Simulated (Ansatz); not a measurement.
Run this with the Ansatz DFT code, driven from Python and show what comes out.

The script, `agppd5_edit.py`:
```python
"""Editing single keys of the input for AgPPd5."""

import ansatz as az

agppd5 = (
    az.Lattice.from_parameters(3.968775, 3.968775, 7.005225, alpha=90, beta=90, gamma=90)
    .space_group(123, hermann_mauguin="P4/mmm")
    .atom("Ag", (0.5, 0.5, 0.0))
    .atom("P", (0.0, 0.0, 0.5))
    .atom("Pd", (0.0, 0.0, 0.0))
    .atom("Pd", (0.5, 0.0, 0.69953))
)

model = agppd5.calculation()
model = model.occupations("Gaussian").kpoints(length=20)
model = model.functional("lda")
model = model.band_table()
typed = model.input()
rows = []
for value in [0.1, 0.3, 0.6]:
    edited = typed.set(az.key.scf.mixing.beta, value)
    summary = az.Session.from_dict(edited).plan().execute().report
    rows.append((value, summary["free_energy_ev"], summary["n_iterations"], len(summary["eigenvalues_ev"][0]) if "eigenvalues_ev" in summary else 0))
lines = [",".join(["beta", "F eV", "iterations", "bands listed"])] + [",".join(f"{v:.4f}" if isinstance(v, float) else str(v) for v in row) for row in rows]
print("\n".join(lines))
with open("edit.csv", "w") as handle:
    handle.write("\n".join(lines) + "\n")
print(edited.to_yaml())
```

```console
$ python agppd5_edit.py
DeckWarning: basis.ecutwfc = 420 eV, auto-derived from the records' recommended cutoffs: set by Ag (normal level)
beta,F eV,iterations,bands listed
0.1000,-42408.9782,9,69
0.3000,-42408.9782,9,69
0.6000,-42408.9782,9,69
crystal:
  lattice:
    a: 3.968775
    b: 3.968775
    c: 7.005225
    alpha: 90.0
    beta: 90.0
    gamma: 90.0
  space_group: 123
  setting:
    hermann_mauguin: P4/mmm
  atoms:
    - { symbol: Ag, position: [0.5, 0.5, 0.0] }
    - { symbol: P, position: [0.0, 0.0, 0.5] }
    - { symbol: Pd, position: [0.0, 0.0, 0.0] }
    - { symbol: Pd, position: [0.5, 0.0, 0.69953] }
kpoints:
  mp_grid:
    grid: [5, 5, 3]
hamiltonian:
  xc: lda
scf:
  occupations:
    method: gaussian
  mixing:
    beta: 0.6
output:
  eigenvalues: true
```
(Warnings from the package without file and line.)

Notes:
- Absolute energies stand on the zero of these potentials, so only differences at equal settings mean something. A total without «per atom» is that of the whole cell that was run.
- For a metal this k-point mesh is coarse: on a finer one energies can move by several to tens of meV an atom and pressures by half a GPa or more, differences at one mesh by less.
- The structure comes from a database of computed cells and needn't be a stable or known phase.
- It ran for 18 s on 1 thread of Arm Neoverse V2, on a shared host, peak memory 0.44 GiB.
